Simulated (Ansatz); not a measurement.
I need a single point of NaSrNbBiO₆, space group F-43m. Use Ansatz 0.2.0, Python API. Level of theory: PBEsol, PAW, cutoff 510 eV, 5×5×5 k-points, Fermi-Dirac smearing of 0.05 eV.

```
CELL_PARAMETERS angstrom
0.00000 4.20967 4.20967
4.20967 0.00000 4.20967
4.20967 4.20967 0.00000
ATOMIC_POSITIONS crystal
Na 0.75000 0.75000 0.75000
Sr 0.25000 0.25000 0.25000
Nb 0.50000 0.50000 0.50000
Bi 0.00000 0.00000 0.00000
O 0.73759 0.26241 0.26241
O 0.26241 0.73759 0.73759
O 0.73759 0.73759 0.26241
O 0.26241 0.26241 0.73759
O 0.26241 0.73759 0.26241
O 0.73759 0.26241 0.73759
```

`scf_nasrnbbio6.py`:
```python
"""SCF run for NaSrNbBiO6."""

import json

import ansatz as az
import numpy as np
from pymatgen.core import Lattice, Structure
from pymatgen.io.ase import AseAtomsAdaptor


def main() -> None:
    pmg_structure = Structure(
        Lattice([(0.0, 4.209668, 4.209668), (4.209668, 0.0, 4.209668), (4.209668, 4.209668, 0.0)]),
        ["Na", "Sr", "Nb", "Bi", "O", "O", "O", "O", "O", "O"],
        [
            (0.75, 0.75, 0.75),
            (0.25, 0.25, 0.25),
            (0.5, 0.5, 0.5),
            (0.0, 0.0, 0.0),
            (0.737594, 0.262406, 0.262406),
            (0.262406, 0.737594, 0.737594),
            (0.737594, 0.737594, 0.262406),
            (0.262406, 0.262406, 0.737594),
            (0.262406, 0.737594, 0.262406),
            (0.737594, 0.262406, 0.737594),
        ],
    )
    xtal = az.Crystal.from_ase(AseAtomsAdaptor.get_atoms(pmg_structure))

    # the calculation
    base = xtal.calculation()
    base = base.functional("pbesol").basis(510)
    base = base.kpoints(5)
    base = base.occupations("Fermi-Dirac", width=0.05)
    base = base.stress()
    base = base.band_table()
    session = base.session()
    planned = session.plan(threads=1)
    out = planned.execute()
    rep = out.report

    for key in ("converged", "n_iterations", "n_electrons", "n_kpoints", "n_pw", "n_symmetry_ops", "free_energy_ev", "fermi_energy_ev"):
        print(f"{key:18s} {rep[key]}")

    # the stress is positive in compression
    stress = np.array(rep["stress_gpa"])
    print(f"pressure {np.trace(stress) / 3:.3f} GPa")
    print(np.round(stress, 3) + 0.0)

    keep = ["free_energy_ev", "energy_sigma0_ev", "fermi_energy_ev", "n_iterations", "converged", "magnetization_mub", "n_kpoints"]
    with open("nasrnbbio6.json", "w") as handle:
        json.dump({key: rep[key] for key in keep}, handle, indent=1)

    edges = rep.get("band_edges_ev")
    if edges:
        print(f"band edges on the mesh: {edges[0]:.3f} and {edges[1]:.3f} eV, gap {edges[1] - edges[0]:.3f} eV")
    else:
        print("no band edges reported; Fermi level", round(rep["fermi_energy_ev"], 3), "eV")


if __name__ == "__main__":
    main()
```

```console
$ python scf_nasrnbbio6.py
converged          True
n_iterations       8
n_electrons        83.0
n_kpoints          10
n_pw               3839
n_symmetry_ops     24
free_energy_ev     -25076.264166091554
fermi_energy_ev    8.24887583932673
pressure -6.342 GPa
[[-6.342  0.     0.   ]
 [ 0.    -6.342  0.   ]
 [ 0.     0.    -6.342]]
no band edges reported; Fermi level 8.249 eV
```

It writes `nasrnbbio6.json`:
```json
{
 "free_energy_ev": -25076.264166091554,
 "energy_sigma0_ev": -25076.253128218796,
 "fermi_energy_ev": 8.24887583932673,
 "n_iterations": 8,
 "converged": true,
 "magnetization_mub": 0.0,
 "n_kpoints": 10
}
```

Reading the output:
- Absolute energies stand on the zero of these potentials, so only differences at equal settings mean something. A total without «per atom» is that of the cell as typed.
- The cell holds an odd number of electrons and is run without spin, so a magnetic state may lie lower.
- For a metal this k-point mesh is coarse: on a finer one energies can move by several to tens of meV an atom and pressures by half a GPa or more, differences at one mesh by less.
- Only differences from the Fermi energy are physical; the zero of the scale is a convention.
- Pressure is positive in compression.
- At these settings the cell as given stands under about -6 GPa, so it isn't at this functional's equilibrium volume.
- The structure comes from a database of computed cells and needn't be a stable or known phase.
- Gaps and levels are Kohn-Sham values on a finite set of k-points, without spin-orbit coupling.
- Cost: about 5 core-seconds.

(Lines on the test bed's own set-up are left out of the output.)
